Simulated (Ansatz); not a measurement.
# Al4Te: a trial structure relaxed

Where does this trial cell of Al4Te go when cell and atoms are let free?

Method: DFT PBE, scalar-relativistic, plane waves, PAW, in Ansatz 0.2.0.

## (1) Starting point

It takes space group Im-3m (No. 229, cubic). The conventional cell has a = 5.710 Å, b = 5.710 Å, c = 5.710 Å, α = 90.00°, β = 90.00°, γ = 90.00°. Al (site symmetry -3m) has 2 Te at 2.47 Å as nearest neighbours. Te (site symmetry m-3m) is surrounded by 8 Al at 2.47 Å.

Coordinates:

```cif
data_structure
_symmetry_space_group_name_H-M 'Im-3m'
_symmetry_Int_Tables_number 229
_cell_length_a 5.7100
_cell_length_b 5.7100
_cell_length_c 5.7100
_cell_angle_alpha 90.000
_cell_angle_beta 90.000
_cell_angle_gamma 90.000
_cell_volume 186.17
loop_
_atom_site_label
_atom_site_type_symbol
_atom_site_symmetry_multiplicity
_atom_site_Wyckoff_symbol
_atom_site_fract_x
_atom_site_fract_y
_atom_site_fract_z
_atom_site_occupancy
Al1 Al 8 c 0.25000 0.25000 0.25000 1
Te1 Te 2 a 0.00000 0.00000 0.00000 1
```

The cell is invented: species swapped into a database cell of Hg4Pt (Im-3m, No. 229), with Al on the Hg sites and Te on the Pt sites. Lengths come from tabulated atomic sizes and are only a guess.

## (2) The guess as it stands, on a coarse mesh

input.yaml reads:

```yaml
crystal:
  lattice:
    - [-2.8549916, 2.8549916, 2.8549916]
    - [2.8549916, -2.8549916, 2.8549916]
    - [2.8549916, 2.8549916, -2.8549916]
  atoms:
    - { symbol: Al, position: [0.5, 0.5, 0.5] }
    - { symbol: Al, position: [0.5, 0.0, 0.0] }
    - { symbol: Al, position: [0.0, 0.0, 0.5] }
    - { symbol: Al, position: [0.0, 0.5, 0.0] }
    - { symbol: Te, position: [0.0, 0.0, 0.0] }
basis:
  ecutwfc: 420
kpoints:
  mp_grid: { grid: [4, 4, 4] }
hamiltonian:
  xc: pbe
scf:
  occupations: { method: gaussian, width: 0.1 }
  lower_state_search: "off"
output:
  forces: true
  stress: true
  eigenvalues: true
```

Started as:

```bash
> ansatz run input.yaml --threads 1 --pin off --max-ram 2560MiB --backend cpu --events-out ev --progress --plain --runs-dir out
```

Further runs follow: coarse relaxation; relaxation on the finer mesh.

Before running it: what results should come out? Wanted: conventional cell; volume; energy over the elements; gap on the mesh.

The runs gave:

| quantity | value |
| --- | --- |
| symmetry at the end (tolerance 0.05 Å) | space group Im-3m (No. 229) |
| conventional cell | a = 6.461 Å, b = 6.461 Å, c = 6.461 Å, α = 90.00°, β = 90.00°, γ = 90.00° |
| volume | 26.97 Å³/atom |
| energy over the elements | +0.72 eV/atom |
| gap on the mesh | none (metal) |

What this shows: The space group Im-3m (No. 229) is kept, and the volume per atom grows by 44.9 % from the first guess. With a positive formation energy it can't be a ground state. No finished test with a distortion of lower symmetry is shown, so the end may be a saddle point. Spin-orbit coupling is left out for Te.
